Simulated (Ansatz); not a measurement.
**RPA@PBE/cc-pVDZ run of CH5BFN (SMILES CB(N)F)**

What is the vertical singlet–triplet gap of CH5BFN at RPA@PBE/cc-pVDZ? 

Program for the calculation: Ansatz 0.2.0.

126 further runs of the same task are left out: 126 set aside as unsound or not needed.

**1. The structure to begin with**

The species is CH5BFN (9 atoms), meant as a singlet with charge 0. As SMILES, `CB(N)F`. The shape is that of a PBE0-D4/def2-TZVP optimisation.

Bond lengths: C1–B2 1.566 Å, B2–N3 1.396 Å, B2–F4 1.347 Å, C1–H5 1.094 Å, C1–H6 1.091 Å, C1–H7 1.094 Å, N3–H8 1.006 Å, N3–H9 1.003 Å. Some angles: C1–B2–N3 124.5°, C1–B2–F4 118.6°, N3–B2–F4 116.9°, B2–C1–H5 110.2°, B2–C1–H6 113.8°, B2–C1–H7 110.2°, B2–N3–H8 122.4°, B2–N3–H9 123.0°, H5–C1–H6 108.1°, H5–C1–H7 106.2°.

**2. A single-point energy at RPA@PBE/cc-pVDZ**

run.yaml

```yaml
crystal:
  periodic: [false, false, false]
  atoms:
    - {symbol: C, position_ang: [-0.428400, 0.964700, -0.539000]}
    - {symbol: B, position_ang: [0.098200, -0.482300, -0.251400]}
    - {symbol: N, position_ang: [0.546200, -0.928100, 0.993800]}
    - {symbol: F, position_ang: [0.128500, -1.370900, -1.263800]}
    - {symbol: H, position_ang: [0.176600, 1.438400, -1.318100]}
    - {symbol: H, position_ang: [-0.424000, 1.616300, 0.336600]}
    - {symbol: H, position_ang: [-1.450400, 0.924300, -0.928000]}
    - {symbol: H, position_ang: [0.878700, -1.865200, 1.143700]}
    - {symbol: H, position_ang: [0.563100, -0.343500, 1.809000]}
basis:
  gaussian: {orbitals: cc-pVDZ}
hamiltonian: {xc: pbe}
correlation: {method: rpa, frozen_orbitals: {B: 1, C: 1, F: 1, H: 0, "N": 1}}
accuracy: high
```

Started as:

```
$ ansatz run run.yaml --threads 1 --pin off --max-ram 3480MiB --events-out events.jsonl --progress --plain --runs-dir runs
```

Standard output:

```text
Warning: RAYON_NUM_THREADS=1 ignored (pool sized by the plan → 1); use --threads N
Functional definition: PBE
  name "PBE"
  parameter kappa = 0.804
  parameter beta = 0.06672455060314922
  exchange = pbe_x(kappa = kappa, mu = beta*pi^2/3)
  correlation = pbe_c(beta = beta)
1903 factors; integrals over basis functions are off by at most 3.3e-9 eV
mean field evaluation 1: about -5986.1412 eV, gradient 7.5e1 eV
mean field evaluation 2: about -5986.1304 eV, gradient 7.5e1 eV
mean field evaluation 4: about -5996.9810 eV, gradient 2.1e1 eV
mean field evaluation 8: about -5997.8909 eV, gradient 5.5e-1 eV
mean field evaluation 16: about -5997.8910 eV, gradient 1.2e-5 eV
mean field -5997.89100420 eV, -220.4184288879 hartree, gradient 2.3e-8 eV, S^2 0.000000; 0 other end points of the search recorded, 0 dependent functions left out
4 core orbitals not correlated: weight in the atoms' cores, before any rotation towards them, 1.000 or more for the frozen orbitals, at most 0.000 for the correlated occupied ones
reference -5971.73092742 eV, -219.4570637980 hartree; 12, 12 occupied and 65, 65 virtual orbitals, 1903 factors
Total energy: -5996.79715224 eV, -220.3782305695 hartree
```

It took 9 s on 1 thread of Arm Neoverse V1, shared host; peak memory 0.28 GiB.

**3. The triplet**

Changes to run.yaml since step 2:

```diff
@@ -13,5 +13,13 @@
 basis:
-  gaussian: {orbitals: cc-pVDZ}
-hamiltonian: {xc: pbe}
-correlation: {method: rpa, frozen_orbitals: {B: 1, C: 1, F: 1, H: 0, "N": 1}}
+  gaussian:
+    orbitals: cc-pVDZ
+total_charge: 0
+magnetization:
+  spin_polarized: true
+  initial_magnetization: 2
+hamiltonian:
+  xc: pbe
+correlation:
+  method: rpa
+  frozen_orbitals: {B: 1, C: 1, F: 1, H: 0, "N": 1}
 accuracy: high
```

Started as:

```
$ ansatz run run.yaml --threads 1 --pin off --max-ram 3480MiB --events-out events.jsonl --progress --plain --runs-dir runs
```

Standard output (excerpt; [...] marks lines left out):

```text
Warning: RAYON_NUM_THREADS=1 ignored (pool sized by the plan → 1); use --threads N
[... 2 set-up lines as earlier in the session ...]
[...]
1903 factors; integrals over basis functions are off by at most 3.3e-9 eV
[...]
mean field -5990.72318161 eV, -220.1550162660 hartree, gradient 1.7e-8 eV, S^2 2.003384; 9 other end points of the search recorded, 0 dependent functions left out
4 core orbitals not correlated: weight in the atoms' cores, before any rotation towards them, 1.000 or more for the frozen orbitals, at most 0.000 for the correlated occupied ones
reference -5963.75140957 eV, -219.1638219257 hartree; 13, 11 occupied and 64, 66 virtual orbitals, 1903 factors
Total energy: -5989.45357530 eV, -220.1083590947 hartree
```

Run time: 54 s. Hardware: 1 thread of Arm Neoverse V1, shared host; peak memory 0.45 GiB.

**4. Outcome**

Level: RPA@PBE/cc-pVDZ, 4 core orbitals frozen.

```
                                        quantity          value
                           singlet: total energy  -220.37823 Eh
       singlet: RPA correlation energy (valence)     -921.2 mEh
                           triplet: total energy  -220.10836 Eh
       triplet: RPA correlation energy (valence)     -944.5 mEh
      triplet: ⟨S²⟩ of the reference determinant          2.003
vertical energy of the triplet above the singlet       7.344 eV
```

At this shape the triplet lies 7.34 eV (169 kcal/mol) above the singlet.
